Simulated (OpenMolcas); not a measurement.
# doublet [SbH3]+: levels of theory compared

We compute a comparison of 3 runs (UHF/def2-TZVPP, UM06-2X/def2-TZVPP, UTPSS/def2-TZVPP) of doublet [SbH3]+. 

The calculation is run with OpenMolcas 26.06.

## (1) Starting point

The species is [SbH3]+ (4 atoms), meant as a doublet with charge +1. SMILES of the parent species: `[SbH3]`. The coordinates come from a PBE0-D4/def2-TZVP relaxation. That shape belongs to the parent species and isn't relaxed for this state.

Bond lengths: Sb1–H2 1.707 Å, Sb1–H3 1.707 Å, Sb1–H4 1.707 Å. Angles: H2–Sb1–H3 91.4°, H2–Sb1–H4 91.4°, H3–Sb1–H4 91.4°.

## (2) The energy at UHF/def2-TZVPP (core potential) (run 1)

calc.input

```
* H3Sb Hartree-Fock
&GATEWAY
BasLib
$CurrDir
BasisSet
Sb.def2-TZVPP....
Sb1 0.456300 -0.309800 -0.464500 angstrom
End of Basis
BasisSet
H.def2-TZVPP....
H2 0.843900 0.072200 1.153900 angstrom
H3 -1.039100 -0.984400 0.008900 angstrom
H4 -0.261000 1.221900 -0.698300 angstrom
End of Basis
&SEWARD
&SCF
UHF
Charge
1
Spin
2
Thresholds
1e-10 1e-07 1e-07 1e-05
PrOrbitals
1 2
```

The basis set def2-TZVPP is read from a file made from the Basis Set Exchange's data (not shown).

Command:

```bash
$ export MOLCAS_MEM=1860
$ pymolcas calc.input > calc.log
```

The program printed:

```text
--- Start Module: gateway ---
[...]
--- Stop Module: gateway /rc=_RC_ALL_IS_WELL_ ---
--- Start Module: seward ---
[...]
      Basis functions           92
--- Stop Module: seward /rc=_RC_ALL_IS_WELL_ ---
[...]
--- Start Module: scf ---
[...]
       Convergence after  17 Iterations
[...]
::    Total SCF energy                               -240.6504135461
[...]
      Total spin, S                                     0.5037237494
[...]
      Total electronic charge=   25.000000
      Total            charge=    1.000000
[...]
      Dipole Moment (debye):
      Origin of the operator (angstrom)=    0.4415   -0.2997   -0.4494
                   X=  1.5104E-01               Y= -1.0252E-01               Z= -1.5378E-01           Total=  2.3869E-01
      Center of Charge (angstrom)
[...]
--- Stop Module: scf /rc=_RC_ALL_IS_WELL_ ---
[...]
```

Wall time 11 s (1 thread of Intel Xeon Platinum 8375C at 2.90GHz (Ice Lake), shared host); peak memory 0.51 GiB.

## (3) A single-point energy at UM06-2X/def2-TZVPP (core potential) (run 2)

calc.inp

```
* H3Sb Kohn-Sham DFT

&GATEWAY
 BasLib = $CurrDir
 Coord
 4
 angstrom
 Sb       0.456300      -0.309800      -0.464500
 H        0.843900       0.072200       1.153900
 H       -1.039100      -0.984400       0.008900
 H       -0.261000       1.221900      -0.698300
 Basis = def2-TZVPP
 Group = NoSym

&SEWARD
 GridInput
 Grid=UltraFine
 End of Grid

&SCF
 UHF
 Charge = 1
 Spin = 2
 KSDFT = M062X
 Thresholds = 1e-10 1e-07 1e-07 1e-05
 PrOrbitals = 1 1
```

The basis set def2-TZVPP is read from a file made from the Basis Set Exchange's data (not shown).

Command:

```bash
$ export MOLCAS_MEM=1860
$ pymolcas calc.inp > calc.log
```

The program printed:

```text
--- Start Module: gateway ---
[...]
--- Stop Module: gateway /rc=_RC_ALL_IS_WELL_ ---
--- Start Module: seward ---
[...]
      Basis functions           92
--- Stop Module: seward /rc=_RC_ALL_IS_WELL_ ---
[...]
--- Start Module: scf ---
[...]
       Convergence after  18 Iterations
[...]
::    Total KS-DFT energy                            -241.5782873068
[...]
      Total spin, S                                     0.5016127442
[...]
      Total electronic charge=   25.000000
      Total            charge=    1.000000
[...]
      Dipole Moment (debye):
      Origin of the operator (angstrom)=    0.4415   -0.2997   -0.4494
                   X=  6.3847E-02               Y= -4.3351E-02               Z= -6.4996E-02           Total=  1.0090E-01
      Center of Charge (angstrom)
[...]
--- Stop Module: scf /rc=_RC_ALL_IS_WELL_ ---
[...]
```

Run time: 64 s. Hardware: 1 thread of Intel Xeon Platinum 8375C at 2.90GHz (Ice Lake), shared host; peak memory 0.51 GiB.

## (4) A single-point energy at UTPSS/def2-TZVPP (core potential) (run 3)

run.inp

```
&GATEWAY
BasLib=$CurrDir
Coord
4
angstrom
Sb       0.456300      -0.309800      -0.464500
H        0.843900       0.072200       1.153900
H       -1.039100      -0.984400       0.008900
H       -0.261000       1.221900      -0.698300
Basis=def2-TZVPP
Group=NoSym
&SEWARD
GridInput
Grid=UltraFine
End of Grid
&SCF
UHF
Charge=1
Spin=2
KSDFT=2
1.0 MGGA_X_TPSS
1.0 MGGA_C_TPSS
Thresholds=1e-10 1e-07 1e-07 1e-05
PrOrbitals=1 1
```

The basis set def2-TZVPP is read from a file made from the Basis Set Exchange's data (not shown).

Command:

```bash
$ export MOLCAS_MEM=1860
$ pymolcas run.inp > run.log
```

The program printed:

```text
--- Start Module: gateway ---
[...]
--- Stop Module: gateway /rc=_RC_ALL_IS_WELL_ ---
--- Start Module: seward ---
[...]
      Basis functions           92
--- Stop Module: seward /rc=_RC_ALL_IS_WELL_ ---
[...]
--- Start Module: scf ---
[...]
       Convergence after  18 Iterations
[...]
::    Total KS-DFT energy                            -241.5793455840
[...]
      Total spin, S                                     0.5010974140
[...]
      Total electronic charge=   25.000000
      Total            charge=    1.000000
[...]
      Dipole Moment (debye):
      Origin of the operator (angstrom)=    0.4415   -0.2997   -0.4494
                   X= -2.3789E-02               Y=  1.6170E-02               Z=  2.4187E-02           Total=  3.7582E-02
      Center of Charge (angstrom)
[...]
--- Stop Module: scf /rc=_RC_ALL_IS_WELL_ ---
[...]
```

Run time: 57 s. Hardware: 1 thread of Intel Xeon Platinum 8375C at 2.90GHz (Ice Lake), shared host; peak memory 0.51 GiB.

## (5) Overview of the runs

| run | level | integration grid | energy (Eh) | HOMO energy (eV) | LUMO energy (eV) | ⟨S²⟩ | wall time |
| --- | --- | --- | --- | --- | --- | --- | --- |
| 1 | UHF/def2-TZVPP (core potential) | – | -240.650414 | -18.58 | -8.24 | 0.757 | 11 s |
| 2 | UM06-2X/def2-TZVPP (core potential) | UltraFine | -241.578287 | -16.87 | -11.35 | 0.753 | 64 s |
| 3 | UTPSS/def2-TZVPP (core potential) | UltraFine | -241.579346 | -14.63 | -13.15 | 0.752 | 57 s |

## (6) Outcome

| quantity | value |
| --- | --- |
| run 3: total energy | -241.57935 Eh |
| run 3: HOMO energy (highest over α and β) | -14.63 eV |
| run 3: LUMO energy (lowest over α and β) | -13.15 eV |
| run 3: ⟨S²⟩ | 0.752 |

Totals of different functionals can't be ranked against each other. All runs together took 2.2 min, the longest 64 s.
